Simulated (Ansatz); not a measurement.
# BH7OSi2: up Jacob's ladder to CCSD(T)

How much do the methods differ for BH7OSi2? The plan is to run it at one geometry with functionals of several rungs and with coupled cluster, and see how far each lands from CCSD(T) at the basis-set limit for the atomisation energy.

The runs use Ansatz 0.2.0, Gaussian basis; functionals in def2-TZVPP, the program's frozen cores in correlated methods.

Levels to be run: LDA (SPW92), PBE-D4, revPBE-D4, BLYP-D4, r2SCAN-D4, B97M-V, PBE0-D4, B3LYP-D4, r2SCANh-D4, r2SCAN0-D4, HSE06-D4, BHLYP-D4, CAM-B3LYP-D4, LC-ωPBE, ωB97X-V, ωB97M-V, B2PLYP, PBE-QIDH; CCSD(T)/def2-SVP; CCSD(T)/def2-TZVPP; MP2/def2-QZVPP; extrapolation to the limit; RPA on PBE.

## Step 1: The relaxed structure

All runs share one geometry, relaxed beforehand with PBE0-D4 in a triple-zeta def2 set.

SMILES `[SiH3]BO[SiH3]`, 11 atoms, charge 0, spin multiplicity 1.

Atoms are counted from 1 here; the program's logs count them from 0.

Bond lengths: Si1–B2 2.031 Å, Si1–H5 1.489 Å, Si1–H6 1.492 Å, Si1–H7 1.492 Å, B2–O3 1.348 Å, B2–H8 1.209 Å, O3–Si4 1.662 Å, Si4–H9 1.481 Å, Si4–H10 1.485 Å, Si4–H11 1.481 Å. Angles: B2–Si1–H5 113.6°, B2–Si1–H6 109.7°, B2–Si1–H7 109.6°, H5–Si1–H6 108.4°, H5–Si1–H7 108.4°, H6–Si1–H7 106.9°, Si1–B2–O3 120.6°, Si1–B2–H8 120.7°, O3–B2–H8 118.6°, B2–O3–Si4 132.1°, O3–Si4–H9 107.8°, O3–Si4–H10 109.9°, O3–Si4–H11 107.8°, H9–Si4–H10 110.6°, H9–Si4–H11 110.1°, H10–Si4–H11 110.6°.

## Step 2: LDA

This LDA is Slater exchange with PW92 correlation.

in.yaml

```yaml
crystal:
  periodic: [false, false, false]
  atoms:
    - {symbol: Si, position_ang: [-0.613724, 2.170734, 0.440521]}
    - {symbol: B, position_ang: [-0.458224, 0.147397, 0.363462]}
    - {symbol: O, position_ang: [0.502937, -0.439541, -0.377828]}
    - {symbol: Si, position_ang: [0.887303, -2.034031, -0.645025]}
    - {symbol: H, position_ang: [0.411507, 2.879424, -0.373727]}
    - {symbol: H, position_ang: [-0.492352, 2.629917, 1.854742]}
    - {symbol: H, position_ang: [-1.964677, 2.587535, -0.036085]}
    - {symbol: H, position_ang: [-1.225140, -0.555569, 0.979915]}
    - {symbol: H, position_ang: [0.787071, -2.284807, -2.101593]}
    - {symbol: H, position_ang: [-0.048986, -2.911363, 0.102058]}
    - {symbol: H, position_ang: [2.279586, -2.246596, -0.185740]}
basis:
  gaussian: {orbitals: def2-TZVPP}
hamiltonian: {xc: lda}
output: {orbitals: {seedname: orbitals}}
```

The run is started by

```sh
$ ansatz run in.yaml --threads 2 --pin off --events-out ev --progress --plain --max-ram 4352MiB
```

The runs that follow: PBE-D4 (GGA); revPBE-D4 (GGA); BLYP-D4 (GGA); r2SCAN-D4 (meta-GGA); B97M-V (meta-GGA); PBE0-D4 (hybrid); B3LYP-D4 (hybrid); r2SCANh-D4 (hybrid); r2SCAN0-D4 (hybrid); HSE06-D4 (hybrid); BHLYP-D4 (hybrid); CAM-B3LYP-D4 (range-separated); LC-ωPBE (range-separated); ωB97X-V (range-separated); ωB97M-V (range-separated); B2PLYP (double hybrid); PBE-QIDH (double hybrid); CCSD(T) in def2-SVP; CCSD(T) in def2-TZVPP; MP2 in def2-QZVPP; RPA on PBE orbitals.

Q: Predict the results of all the runs planned. Wanted: atomisation energy, CCSD(T)/CBS; farthest beyond LDA; mean size of error, GGA; mean size of error, meta-GGA; mean size of error, hybrid; mean size of error, range-separated; mean size of error, double hybrid; gap, smallest and largest; T1 diagnostic.

As calculated:

| quantity | value |
| --- | --- |
| atomisation energy, CCSD(T)/CBS | 3642.5 kJ/mol |
| functionals within 18.2 kJ/mol (0.5 %) | r2SCAN-D4, B97M-V, B3LYP-D4, r2SCANh-D4, ωB97M-V |
| farthest beyond LDA | revPBE-D4 (-86.5 kJ/mol) |
| mean size of error, GGA | 45.7 kJ/mol |
| mean size of error, meta-GGA | 9.3 kJ/mol |
| mean size of error, hybrid | 31.6 kJ/mol |
| mean size of error, range-separated | 23.9 kJ/mol |
| mean size of error, double hybrid | 42.5 kJ/mol |
| gap, smallest and largest | 3.99 eV (LDA (SPW92)), 11.39 eV (LC-ωPBE) |
| T1 diagnostic | 0.0138 |
| triples share of the correlation energy | 3.3 % |

What this shows: LDA overbinds by 393.8 kJ/mol (11 %). PBE-D4 is off by -23.3 kJ/mol. Double hybrids carry the basis error of their MP2 part in triple zeta, and no dispersion term here, so their miss is partly the set-up's. Taken by rung, meta-GGA functionals do best (9.3 kJ/mol on average) and GGA ones worst beyond LDA (45.7 kJ/mol). Misses under about 18.2 kJ/mol are within the doubt on the reference itself, which lacks core-valence correlation, relativity and higher excitations. Hartree-Fock recovers 77 % of the binding; the rest is correlation. CCSD(T) in def2-SVP is off by -216.9 kJ/mol, so the small basis spoils what the method gains. Orbital gaps span 4.0 to 11.4 eV; exact exchange widens them.
